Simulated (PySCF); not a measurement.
# C3H10Si2: the cost of one run

Computed with PySCF 2.14.0, with density-fitted response routines of our own, on a single molecule, in the gas phase or a continuum. Atoms are numbered from 0 throughout.

## (1) The molecule as given

15 atoms, charge 0, multiplicity 1; geometry from: GFN2-xTB. The atoms were then displaced at random by about 0.01 Å, so the start is not that level's minimum.

Bonds of the start (Å): C0–C1 1.56, C1–Si2 1.92, Si2–Si3 2.37, Si3–C4 1.92, C4–C0 1.52, C0–H5 1.10, C0–H6 1.07, C1–H7 1.09, C1–H8 1.07, Si2–H9 1.45, Si2–H10 1.47, Si3–H11 1.46, Si3–H12 1.45, C4–H13 1.11, C4–H14 1.09.

## (2) Relaxing the molecule at PBE0-D3(BJ)/def2-SVP

The job: settings as JSON, then the geometry in Å.

```
{"job": {"xc": "PBE0", "basis": "def2-SVP", "d3": "d3bj", "grid": 1, "shake": 0.01, "kind": "geom"}, "charge": 0, "multiplicity": 1}
C      0.236850    -1.272690    -0.342520
C     -1.160420    -0.817550     0.171540
Si    -1.367200     1.074140    -0.083680
Si     0.965930     1.454270    -0.002360
C      1.337170    -0.408750     0.245300
H      0.231440    -1.139620    -1.438270
H      0.392970    -2.307530    -0.120900
H     -1.206610    -1.047500     1.232070
H     -1.937350    -1.382210    -0.305960
H     -2.023080     1.333530    -1.344980
H     -2.221980     1.630040     0.979910
H      1.510170     2.245480     1.103000
H      1.540790     1.939100    -1.244480
H      1.396910    -0.616690     1.330690
H      2.289080    -0.701390    -0.186610
```

The run is started by

```
OMP_NUM_THREADS=1 python probes_run.py task.json out
```

One launch serves the whole session: the jobs run in the order shown.

**Question.** How long does this first job take on 1 thread of Intel Xeon 6975P-C, shared host, and how much memory does it need?

About 25 s, with a peak of 0.52 GiB.
